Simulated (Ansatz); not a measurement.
# BrGeH3: the cost of one run

All numbers are computed with Ansatz 0.2.0, driven from Python. Level of theory: CASSCF/def2-SVP.

**1. The structure**

Bond lengths: Ge1–Br2 2.355 Å, Ge1–H3 1.602 Å, Ge1–H4 1.522 Å, Ge1–H5 1.489 Å. Angles: Br2–Ge1–H3 106.0°, Br2–Ge1–H4 111.1°, Br2–Ge1–H5 111.2°, H3–Ge1–H4 106.8°, H3–Ge1–H5 111.4°, H4–Ge1–H5 110.3°.

The script holds or builds the structure itself.

**2. The code**

Contents of cas_brgeh3.py:

```python
"""Static correlation in BrGeH3: natural occupations of an active space."""

import ansatz as az

BASIS_SET = "def2-SVP"

GEOMETRY = """
Ge    0.15400   -0.04140   -0.09790
Br   -1.59140   -0.14540    1.48020
H     0.12590    1.44680   -0.69080
H    -0.10560   -0.98370   -1.26470
H     1.46710   -0.35000    0.53170
"""

brgeh3 = az.Crystal.molecule()
for line in GEOMETRY.strip().splitlines():
    symbol, *xyz = line.split()
    brgeh3 = brgeh3.atom(symbol, [float(v) for v in xyz])

base = (
    brgeh3.calculation()
    .basis(gaussian=BASIS_SET)
    .correlation(active_electrons=4, active_orbitals=5)
)
for method in [None]:
    data = (base if method is None else base.correlation(method)).run(threads=1).report
    space = data["configurations"]
    state = space["states"][0]
    print(method or "casscf", f"total {data['free_energy_ev'] / 27.211386246:.6f} Ha, active-space state {state['energy']['hartree']:.6f} Ha, mean field {data['reference_energy_ev'] / 27.211386246:.6f} Ha")
    print("  determinants", state["n_determinants"], " natural occupations", [round(n, 3) for n in space["natural_occupations"]])
print("effectively unpaired electrons, sum of min(n, 2 - n):", round(sum(min(n, 2 - n) for n in space["natural_occupations"]), 3))
```

**3. What the engine is handed**

The engine receives this input:

```yaml
crystal:
  periodic: [false, false, false]
  atoms:
    - { symbol: Ge, position_ang: [0.154, -0.0414, -0.0979] }
    - { symbol: Br, position_ang: [-1.5914, -0.1454, 1.4802] }
    - { symbol: H, position_ang: [0.1259, 1.4468, -0.6908] }
    - { symbol: H, position_ang: [-0.1056, -0.9837, -1.2647] }
    - { symbol: H, position_ang: [1.4671, -0.35, 0.5317] }
basis:
  gaussian:
    orbitals: def2-SVP
correlation:
  active_space:
    window:
      electrons: 4
      orbitals: 5
```

**4. Running it**

On the command line:

```
$ python cas_brgeh3.py
```

**Question.** How long does this script take on 1 thread of Arm Neoverse V2, shared host, and how much memory does it need?

About 20 s, with a peak of 0.29 GiB.
